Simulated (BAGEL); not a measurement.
**SiH4O3 (SMILES O[SiH](O)O) at B3LYP/6-31G(d) (density fitting with qzvpp-jkfit, spherical functions)**

Aim: the energy change on altering one bond length of SiH4O3 at B3LYP/6-31G* (density fitting with qzvpp-jkfit, spherical functions), from 2 runs. 

The calculation is run with BAGEL 1.2.2.

3 further runs of the same task are left out: 1 that didn't finish, 2 set aside as unsound or not needed.

## 1. The molecule

The species is SiH4O3 (8 atoms), meant as a singlet with charge 0. As SMILES, `O[SiH](O)O`. Geometry: relaxed at PBE0-D4/def2-TZVP. This is one conformer, not always the lowest.

Bond lengths: O1–Si2 1.630 Å, Si2–O3 1.641 Å, Si2–O4 1.633 Å, O1–H5 0.959 Å, Si2–H6 1.476 Å, O3–H7 0.958 Å, O4–H8 0.958 Å. Angles: O1–Si2–O3 114.4°, O1–Si2–O4 109.0°, O3–Si2–O4 105.0°, O1–Si2–H6 104.5°, O3–Si2–H6 110.6°, O4–Si2–H6 113.5°, Si2–O1–H5 117.6°, Si2–O3–H7 117.9°, Si2–O4–H8 116.6°.

## 2. The energy at B3LYP/6-31G(d) (density fitting with qzvpp-jkfit, spherical functions)

dft.json

```json
{ "bagel" : [

{
  "title" : "molecule",
  "basis" : "6-31gs.json",
  "df_basis" : "qzvpp-jkfit",
  "angstrom" : true,
  "geometry" : [
    { "atom" : "O", "xyz" : [    0.057900,    1.618800,   -0.225000 ] },
    { "atom" : "Si", "xyz" : [   -0.171600,    0.082600,    0.269200 ] },
    { "atom" : "O", "xyz" : [    1.169300,   -0.861100,    0.196500 ] },
    { "atom" : "O", "xyz" : [   -1.250800,   -0.639700,   -0.721300 ] },
    { "atom" : "H", "xyz" : [    0.176800,    1.769800,   -1.164500 ] },
    { "atom" : "H", "xyz" : [   -0.642800,    0.209400,    1.662000 ] },
    { "atom" : "H", "xyz" : [    1.894900,   -0.655000,    0.786800 ] },
    { "atom" : "H", "xyz" : [   -1.141700,   -1.581700,   -0.859700 ] }
  ]
},
{ "title" : "ks", "xc_func" : "b3lyp" },
{ "title" : "print", "file" : "orbitals.molden", "orbitals" : true }

]}
```

The basis set 6-31G* is read from a file made from the Basis Set Exchange's data (not shown).

On the command line:

```console
BAGEL_NUM_THREADS=1 BAGEL dft.json > dft.out
```

Output:

```text
* using 1 threads per process

  ===============================================================
  ===============================================================

  *** Geometry ***

  { "atom" : "O", "xyz" : [      0.109415,      3.059089,     -0.425188 ] },
  { "atom" : "Si", "xyz" : [     -0.324277,      0.156091,      0.508714 ] },
  { "atom" : "O", "xyz" : [      2.209657,     -1.627243,      0.371331 ] },
  { "atom" : "O", "xyz" : [     -2.363669,     -1.208858,     -1.363059 ] },
  { "atom" : "H", "xyz" : [      0.334104,      3.344437,     -2.200586 ] },
  { "atom" : "H", "xyz" : [     -1.214716,      0.395709,      3.140725 ] },
  { "atom" : "H", "xyz" : [      3.580842,     -1.237771,      1.486837 ] },
  { "atom" : "H", "xyz" : [     -2.157500,     -2.988980,     -1.624598 ] },

  Number of auxiliary basis functions:      431

  Since a DF basis is specified, we compute 2- and 3-index integrals:
    o Being stored without compression. Storage requirement is 0.016 GB

  Number of basis functions:       68
  Number of electrons      :       42

    * METHOD: MOLECULE                             0.28

  *** Kohn-Sham DFT ***

    * Removing 14519 points whose weight is below 1.00e-10
    * Grid points: 104729

  === Nuclear Repulsion ===
   189.2501223718

       - DIIS with orbital gradients will be used.

  === KS iteration (b3lyp / 6-31gs.json) ===
      0       -493.28280983          0.15003627           0.41
      1       -489.80690800          0.16144177           0.39
      2       -491.47205271          0.18624051           0.39
      3       -513.49484257          0.09728355           0.39
      4       -516.85382490          0.04882184           0.39
      5       -517.63396482          0.01153366           0.39
      6       -517.67559893          0.00524708           0.39
      7       -517.68105057          0.00330557           0.39
      8       -517.68433645          0.00062454           0.39
      9       -517.68445020          0.00011873           0.39
     10       -517.68445317          0.00006272           0.39
     11       -517.68445439          0.00000967           0.39
     12       -517.68445442          0.00000276           0.39
     13       -517.68445442          0.00000036           0.39
     14       -517.68445442          0.00000023           0.39
     15       -517.68445442          0.00000006           0.39
     16       -517.68445442          0.00000002           0.39
     17       -517.68445442          0.00000001           0.39
    * SCF iteration converged.

    * Permanent dipole moment:
           (   -0.583722,     0.365965,     0.094642) a.u.

    * METHOD: KS                                   7.74

    * METHOD: PRINT                                0.02

  ===============================================================
```

It took 8.4 s on 1 thread of Arm Neoverse N1, shared host; peak memory 0.36 GiB.

## 3. The distorted shape, same level

calc.json

```json
{ "bagel" : [

{
  "title" : "molecule",
  "basis" : "6-31gs.json",
  "df_basis" : "qzvpp-jkfit",
  "angstrom" : true,
  "geometry" : [
    { "atom" : "O", "xyz" : [      -0.050942,       1.587884,      -0.313547 ] },
    { "atom" : "Si", "xyz" : [      -0.280442,       0.051684,       0.180653 ] },
    { "atom" : "O", "xyz" : [       1.060458,      -0.892016,       0.107953 ] },
    { "atom" : "O", "xyz" : [      -1.359642,      -0.670616,      -0.809847 ] },
    { "atom" : "H", "xyz" : [       0.067958,       1.738884,      -1.253047 ] },
    { "atom" : "H", "xyz" : [      -0.751642,       0.178484,       1.573453 ] },
    { "atom" : "H", "xyz" : [       1.894900,      -0.655000,       0.786800 ] },
    { "atom" : "H", "xyz" : [      -1.250542,      -1.612616,      -0.948247 ] }
  ]
},

{ "title" : "ks", "xc_func" : "b3lyp" },

{ "title" : "print", "file" : "orbitals.molden", "orbitals" : true }

]}
```

The basis set 6-31G* is read from a file made from the Basis Set Exchange's data (not shown).

On the command line:

```console
BAGEL_NUM_THREADS=1 BAGEL calc.json > calc.out
```

Output:

```text
* using 1 threads per process

  ===============================================================
  ===============================================================

  *** Geometry ***

  { "atom" : "O", "xyz" : [     -0.096266,      3.000666,     -0.592518 ] },
  { "atom" : "Si", "xyz" : [     -0.529959,      0.097669,      0.341385 ] },
  { "atom" : "O", "xyz" : [      2.003975,     -1.685666,      0.204002 ] },
  { "atom" : "O", "xyz" : [     -2.569351,     -1.267281,     -1.530389 ] },
  { "atom" : "H", "xyz" : [      0.128422,      3.286015,     -2.367916 ] },
  { "atom" : "H", "xyz" : [     -1.420398,      0.337286,      2.973395 ] },
  { "atom" : "H", "xyz" : [      3.580842,     -1.237771,      1.486837 ] },
  { "atom" : "H", "xyz" : [     -2.363182,     -3.047403,     -1.791927 ] },

  Number of auxiliary basis functions:      431

  Since a DF basis is specified, we compute 2- and 3-index integrals:
    o Being stored without compression. Storage requirement is 0.016 GB

  Number of basis functions:       68
  Number of electrons      :       42

    * METHOD: MOLECULE                             0.29

  *** Kohn-Sham DFT ***

    * Removing 14344 points whose weight is below 1.00e-10
    * Grid points: 104904

  === Nuclear Repulsion ===
   188.4277999016

       - DIIS with orbital gradients will be used.

  === KS iteration (b3lyp / 6-31gs.json) ===
      0       -493.24870042          0.14841382           0.41
      1       -489.58587347          0.16117710           0.39
      2       -491.35304214          0.18404629           0.40
      3       -513.37660308          0.09711789           0.39
      4       -516.80614313          0.04967120           0.39
      5       -517.62107257          0.01147168           0.39
      6       -517.66365709          0.00514801           0.39
      7       -517.66896696          0.00304960           0.39
      8       -517.67166588          0.00084109           0.39
      9       -517.67187516          0.00016474           0.39
     10       -517.67188190          0.00006384           0.39
     11       -517.67188316          0.00001178           0.40
     12       -517.67188320          0.00000258           0.40
     13       -517.67188320          0.00000062           0.39
     14       -517.67188320          0.00000025           0.40
     15       -517.67188320          0.00000011           0.40
     16       -517.67188320          0.00000002           0.40
     17       -517.67188320          0.00000001           0.39
    * SCF iteration converged.

    * Permanent dipole moment:
           (   -0.625052,     0.365808,     0.068851) a.u.

    * METHOD: KS                                   7.80

    * METHOD: PRINT                                0.02

  ===============================================================
```

Wall time 8.4 s (1 thread of Arm Neoverse N1, shared host); peak memory 0.36 GiB.

## 4. Results

Level: B3LYP/6-31G* (density fitting with qzvpp-jkfit, spherical functions).

| quantity | value |
| --- | --- |
| first shape: total energy | -517.68445 Eh |
| first shape: dipole moment | 1.77 D |
| first shape: HOMO energy | -8.46 eV |
| first shape: LUMO energy | 1.28 eV |
| first shape: HOMO–LUMO gap | 9.74 eV |
| distorted shape: total energy | -517.67188 Eh |
| distorted shape: dipole moment | 1.85 D |
| distorted shape: HOMO energy | -8.41 eV |
| distorted shape: LUMO energy | 0.52 eV |
| distorted shape: HOMO–LUMO gap | 8.93 eV |
| energy change with the O3–H7 bond stretched from 0.958 to 1.102 Å | 0.342 eV |

**Reading.** With the O3–H7 bond stretched from 0.958 to 1.102 Å the energy rises by 0.34 eV (7.9 kcal/mol). The first shape isn't relaxed at this level, so the change isn't measured from a minimum.
